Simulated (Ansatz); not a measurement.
**AlGaH (quartet): the correlation ladder at distance Al1–Ga2 = 3.141 Å, 6-31G**

Aim: climb from Hartree-Fock through coupled cluster and multireference methods for AlGaH (quartet) at one geometry and basis, and see what each rung misses.

Method: 6-31G, core rule «outside noble gas», up to 19 orbitals frozen; program: Ansatz 0.2.0, Gaussian basis.

Plan: UHF; CCSD(T) on ROHF; CCSD(T) on UHF; BCCD(T) on ROHF; CISD; CCSDT(Q) on ROHF; CCSDT(Q) on UHF; CASSCF and MRCISD+Q, 5 electrons in 5 orbitals; CASSCF and NEVPT2, 5 electrons in 5 orbitals; CASSCF and MRCISD+Q, 7 electrons in 9 orbitals; CASSCF and NEVPT2, 7 electrons in 9 orbitals; Full CI.

16 further runs of the same task are left out: 14 that didn't finish, 2 set aside as unsound or not needed.

**1. The system**

The geometry derives from a PBE0/def2-TZVP stationary point (not a proven minimum). One bond is set to the value named and the two fragments are kept rigid. No spin-orbit coupling is included. The filled d shell of Ga may be among the frozen orbitals whatever the setting's name suggests; the logs give the count.

3 atoms, charge 0, spin multiplicity 4.

Atoms are counted from 1 here; the program's logs count them from 0.

Bond lengths: Ga2–H3 1.559 Å.

**2. UHF**

File in.yaml:

```yaml
crystal:
  periodic: [false, false, false]
  atoms:
    - {symbol: Al, position_ang: [0.000000, 0.000000, -2.613567]}
    - {symbol: Ga, position_ang: [0.000000, 0.000000, 0.527433]}
    - {symbol: H, position_ang: [0.000000, 0.000000, 2.086133]}
basis:
  gaussian: {orbitals: 6-31G}
magnetization: {spin_polarized: true, initial_magnetization: 3}
hamiltonian: {xc: hf}
output: {orbitals: {seedname: orbitals}}
```

On the command line:

```sh
$ ansatz run in.yaml --threads 1 --pin off --events-out ev --progress --plain --max-ram 2393MiB
```

After this run come: CCSD(T) on ROHF; CCSD(T) on UHF; BCCD(T) on ROHF; CISD; CCSDT(Q) on ROHF; CCSDT(Q) on UHF; CASSCF and MRCISD+Q, 5 electrons in 5 orbitals; CASSCF and NEVPT2, 5 electrons in 5 orbitals; CASSCF and MRCISD+Q, 7 electrons in 9 orbitals; CASSCF and NEVPT2, 7 electrons in 9 orbitals; Full CI.

Q: Predict the results of all the runs planned. Wanted: FCI below the RHF energy; RMP2 from FCI; UMP2 from FCI; RCCSD from FCI; RCCSD(T) from FCI; UCCSD(T) from FCI; RCCSDT(Q) from FCI; UCCSDT(Q) from FCI; MRCISD+Q pair from FCI.

**Answer**, as computed:

| quantity | value |
| --- | --- |
| FCI below the RHF energy | -2.3261 eV |
| RMP2 from FCI | +966.7 meV |
| UMP2 from FCI | +934.2 meV |
| RCCSD from FCI | +143.7 meV |
| RCCSD(T) from FCI | +56.8 meV |
| UCCSD(T) from FCI | +55.5 meV |
| RCCSDT(Q) from FCI | +4.6 meV |
| UCCSDT(Q) from FCI | +2.6 meV |
| MRCISD+Q pair from FCI | -40.9 meV |
| NEVPT2 valence from FCI | +160.9 meV |
| MRCISD+Q valence from FCI | +0.3 meV |
| levels within 1 kcal/mol (43 meV) | RCCSDT, UCCSDT, RCCSDT(Q), UCCSDT(Q), MRCISD+Q pair, MRCISD valence, MRCISD+Q valence |
| T1 diagnostic | 0.059 |
| effectively unpaired electrons | 3.11 |

In words: RCCSD(T) misses by +56.8 meV, 2.4 % of the correlation energy. MRCISD+Q pair falls below full CI: the +Q correction isn't variational, and the cores differ from full CI's. The occupations are near whole numbers, but T1 = 0.059 shows that the orbitals relax strongly. Of the multireference levels listed MRCISD+Q valence comes nearest in total energy (+0.3 meV), which doesn't show that its space is the better one. Coupled cluster took another determinant than the lowest Hartree-Fock one. These misses are within one basis, not against nature; the frozen cores of restricted and unrestricted runs differ, which can shift their rows.
